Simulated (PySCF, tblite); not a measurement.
# C₃H₁₀BBrGe₂: geometry, infrared bands and NMR shifts

Aim: predict the infrared bands and NMR shifts of C₃H₁₀BBrGe₂ (`C=C(C)[B]([GeH3])[GeH2][Br]`).

Computed with tblite 0.8.0 and PySCF 2.14.0, with density-fitted response routines of our own, on a single molecule in the gas phase. Atoms are numbered from 0 throughout.

## Step 1: The starting structure

17 atoms, charge 0, multiplicity 1; geometry from: force field or distance geometry start.

Bonds of the start (Å): C0–C1 1.34, C1–C2 1.48, C1–B3 1.58, B3–Ge4 2.03, B3–Ge5 2.03, Ge5–Br6 2.33, C0–H7 1.07, C0–H8 1.08, C2–H9 1.11, C2–H10 1.13, C2–H11 1.10, Ge4–H12 1.55, Ge4–H13 1.53, Ge4–H14 1.57, Ge5–H15 1.52, Ge5–H16 1.57.

## Step 2: Geometry optimisation with GFN2-xTB

Job settings and geometry (Å):

```
{"job": {"kind": "relax", "xc": "GFN2-xTB", "basis": "xTB"}, "charge": 0, "multiplicity": 1}
C     -0.223900    -1.721900    -0.889000
C     -0.605900    -0.838600     0.039500
C     -1.820600    -0.988000     0.869000
B      0.289900     0.435800     0.329900
Ge    -0.411000     2.192700    -0.399400
Ge     2.305700     0.233700     0.233700
Br     3.010000    -1.869600     0.939200
H     -0.804000    -2.597300    -1.115800
H      0.693300    -1.499900    -1.410800
H     -2.213000    -2.022800     0.795400
H     -2.572900    -0.252000     0.444400
H     -1.705200    -0.715400     1.933300
H      0.655700     3.272300    -0.075000
H     -1.770600     2.530200     0.208300
H     -0.534000     1.977000    -1.947900
H      2.780500     0.570300    -1.166800
H      2.919000     1.305500     1.202000
```

Command:

```bash
$ OMP_NUM_THREADS=1 python probes_run.py task.json out
```

The driver reads the jobs from task.json and runs them one after another.

**Question.** This job is followed by: GFN2-xTB harmonic vibrations, gas phase; GIAO PBE0/pcSseg-1 NMR shielding, non-relativistic, gas phase. Predict these results of the whole session: strongest single infrared mode (GFN2-xTB); zero-point energy (GFN2-xTB); ¹³C shifts against TMS (PBE0/pcSseg-1); ¹H shifts against TMS (PBE0/pcSseg-1, means over atoms taken as alike); ¹¹B shifts against BF3·OEt2 (PBE0/pcSseg-1); ⁷³Ge shifts against GeMe4 (PBE0/pcSseg-1); ⁷⁹Br shifts against HBr (PBE0/pcSseg-1).

As calculated:

| quantity | value |
| --- | --- |
| strongest single infrared mode (GFN2-xTB) | 818 cm⁻¹, 458 km/mol |
| zero-point energy (GFN2-xTB) | 69.0 kcal/mol |
| ¹³C shifts against TMS (PBE0/pcSseg-1) | 166.5, 156.2, 29.4 ppm |
| ¹H shifts against TMS (PBE0/pcSseg-1, means over atoms taken as alike) | 6.99, 6.71, 5.60, 3.46, 2.50 ppm |
| ¹¹B shifts against BF3·OEt2 (PBE0/pcSseg-1) | 114.3 ppm |
| ⁷³Ge shifts against GeMe4 (PBE0/pcSseg-1) | -156, -352 ppm |
| ⁷⁹Br shifts against HBr (PBE0/pcSseg-1) | -209 ppm |

In words: Relaxing lowered the energy by 0.719 eV in 213 steps; the close pair that moved most is Ge4–H14, from 1.568 to 1.499 Å. All 45 modes are real, so the xTB geometry is a minimum. The strongest single mode, at 818 cm⁻¹, is spread over several atoms, H13, H14, H12 among them. GFN2-xTB is a fitted tight-binding method: band positions and strengths are rough. Its intensities can rank the bands wrongly. At PBE0/pcSseg-1: The widest tensor belongs to Br6: span 491 ppm, with a paramagnetic part of -293 ppm. Spin-orbit coupling is left out, which matters for shieldings and couplings at and beside the heavy atoms.
